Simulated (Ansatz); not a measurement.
# CH4AlBS, SMILES [CH3][Al]1[BH][S]1: a rigid scan of one bond length

With Ansatz's Python interface.

The cells in order, each with its output:

**Cell 1**
```python
import ansatz as az
import matplotlib.pyplot as plt
import numpy as np
```

**Cell 2**
```python
geometry_ang = [
    ("C", (-0.4236, 1.3969, -0.4455)),
    ("Al", (-0.4643, -0.5145, -0.0742)),
    ("B", (0.6845, -1.9714, 1.0097)),
    ("S", (-0.0421, -2.5049, -0.6252)),
    ("H", (-1.2163, 1.6512, -1.2667)),
    ("H", (-0.7384, 2.0137, 0.4636)),
    ("H", (0.5616, 1.7578, -0.7975)),
    ("H", (1.7307, -1.8859, 1.6801)),
]
ch4albs = az.Crystal.molecule()
for symbol, xyz in geometry_ang:
    ch4albs = ch4albs.atom(symbol, xyz)
```

**Cell 3**
```python
symbols = [site.symbol for site in ch4albs.cartesian_sites]
start = np.array([site.position_ang for site in ch4albs.cartesian_sites])
axis = (start[0] - start[1]) / np.linalg.norm(start[0] - start[1])
moving = [0, 4, 5, 6]
lengths, energies = [1.66, 1.79, 1.95, 2.14, 2.43, 2.92, 3.51, 4.28], []
for length in lengths:
    xyz = start.copy()
    xyz[moving] += (length - np.linalg.norm(start[0] - start[1])) * axis
    point = az.Crystal.molecule()
    for symbol, xyz in zip(symbols, xyz):
        point = point.atom(symbol, xyz.tolist())
    base = point.calculation().basis(gaussian="def2-SVP").functional("pbe").spin("collinear")
    summary = base.run().report
    energies.append(summary["free_energy_ev"])
    print(f"r = {length:6.3f} A  E = {energies[-1]:.5f} eV  <S^2> = {abs(summary['mean_field']['state']['spin_squared']):.3f}")
```
Output:
```text
r =  1.660 A  E = -19191.00584 eV  <S^2> = 0.000
r =  1.790 A  E = -19191.75190 eV  <S^2> = 0.000
r =  1.950 A  E = -19192.01992 eV  <S^2> = 0.000
r =  2.140 A  E = -19191.85942 eV  <S^2> = 0.000
r =  2.430 A  E = -19191.23443 eV  <S^2> = 0.000
r =  2.920 A  E = -19190.10758 eV  <S^2> = 0.000
r =  3.510 A  E = -19189.34945 eV  <S^2> = 0.710
r =  4.280 A  E = -19189.10228 eV  <S^2> = 0.964
```

**Cell 4**
```python
print("energy above the lowest point (eV):", [round(e - min(energies), 3) for e in energies])
plt.figure(figsize=(4.5, 3))
plt.plot(lengths, np.array(energies) - min(energies), "o-")
plt.xlabel("bond length (A)")
plt.ylabel("E - E(min) (eV)")
plt.tight_layout()
plt.savefig("scan.png", dpi=100)
```
Output:
```text
energy above the lowest point (eV): [1.014, 0.268, 0.0, 0.161, 0.785, 1.912, 2.67, 2.918]
```

Total energies depend on the basis set; only differences at equal settings carry meaning. The rest of the molecule is held rigid at a force-field or estimated start geometry, and the basis set is modest; single-reference methods fail as a bond breaks. The expectation value of S² is noticeably off S(S+1) in at least one run, so that state is spin-contaminated. Timing: 28 s on 1 thread of AMD EPYC 9R45 96-Core Processor (Zen 5) (shared host), peak memory 0.29 GiB.

(Lines on the test bed's own set-up are left out of the output.)
